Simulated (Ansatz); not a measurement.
Geometry optimisation, DFT r2SCAN, scalar-relativistic, plane waves, PAW (Ansatz).

Input file:

```yaml
crystal:
  lattice:
    - [0.0, 4.1899, 4.1899]
    - [4.1899, 0.0, 4.1899]
    - [4.1899, 4.1899, 0.0]
  atoms:
    - { symbol: Mg, position: [0.0, 0.0, 0.0] }
    - { symbol: O, position: [0.25, 0.25, 0.25] }
    - { symbol: Mg, position: [0.0, 0.0, 0.5] }
    - { symbol: O, position: [0.25, 0.25, 0.75] }
    - { symbol: Mg, position: [0.0, 0.5, 0.0] }
    - { symbol: O, position: [0.25, 0.75, 0.25] }
    - { symbol: Mg, position: [0.0, 0.5, 0.5] }
    - { symbol: O, position: [0.25, 0.75, 0.75] }
    - { symbol: Mg, position: [0.5, 0.0, 0.0] }
    - { symbol: O, position: [0.75, 0.25, 0.25] }
    - { symbol: Mg, position: [0.5, 0.0, 0.5] }
    - { symbol: O, position: [0.75, 0.25, 0.75] }
    - { symbol: Mg, position: [0.5, 0.5, 0.0] }
    - { symbol: O, position: [0.75, 0.75, 0.25] }
    - { symbol: Mg, position: [0.5, 0.5, 0.5] }
    - { symbol: O, position: [0.75, 0.75, 0.75] }
    - { symbol: H, position: [0.6022736, 0.1331576, 0.1416943], spin: 1.0 }
magnetization:
  spin_polarized: true
basis:
  ecutwfc: 500.0
kpoints:
  mp_grid: { grid: [2, 2, 2] }
hamiltonian:
  xc: r2scan
  pseudopotentials: { kind: paw, azcp: { folder: soft_1 } }
scf:
  occupations: { method: gaussian, width: 0.02 }
  lower_state_search: "off"
relax:
  f_tol: 0.03
  max_steps: 60
  adjacent_minimum: "off"
output:
  write_density: true
  write_potential: true
  elf: true
  volumetric_format: npy
```

Run as:

```bash
$ ansatz run input.yaml --threads 4 --pin off --max-ram 10240MiB --backend cpu --events-out ev --progress --plain --runs-dir out
```

Q: Where does it end, and by what steps?

A: It converged. Limits of this set-up: coarse k mesh. After 3 steps the energy has fallen by 0.332 eV; H17 moved furthest, 0.11 Å.

```csv
step,energy less start (eV),largest force component (eV/Å),accepted
0,0.0000,1.209,yes
1,-0.2469,0.467,yes
2,-0.3247,0.109,yes
3,-0.3318,0.010,yes
```

```xyz
17
Lattice="0.0000 4.1899 4.1899 4.1899 0.0000 4.1899 4.1899 4.1899 0.0000" Properties=species:S:1:pos:R:3
Mg -0.006 0.011 0.009
O 2.147 2.048 2.046
Mg 2.103 2.091 -0.001
O 4.194 4.191 2.089
Mg 2.103 0.001 2.089
O 4.194 2.091 4.189
Mg 4.194 2.091 2.089
O 6.293 4.191 4.189
Mg -0.007 2.081 2.079
O 2.146 4.234 4.232
Mg 2.114 4.201 2.078
O 4.150 6.238 4.232
Mg 2.114 2.081 4.199
O 4.150 4.234 6.236
Mg 4.194 4.191 4.189
O 6.293 6.281 6.279
H 1.055 3.141 3.138
```

Run time: 33 s on 4 threads of Intel(R) Xeon(R) 6975P-C (Granite Rapids), on a shared host, peak memory 1.1 GiB.
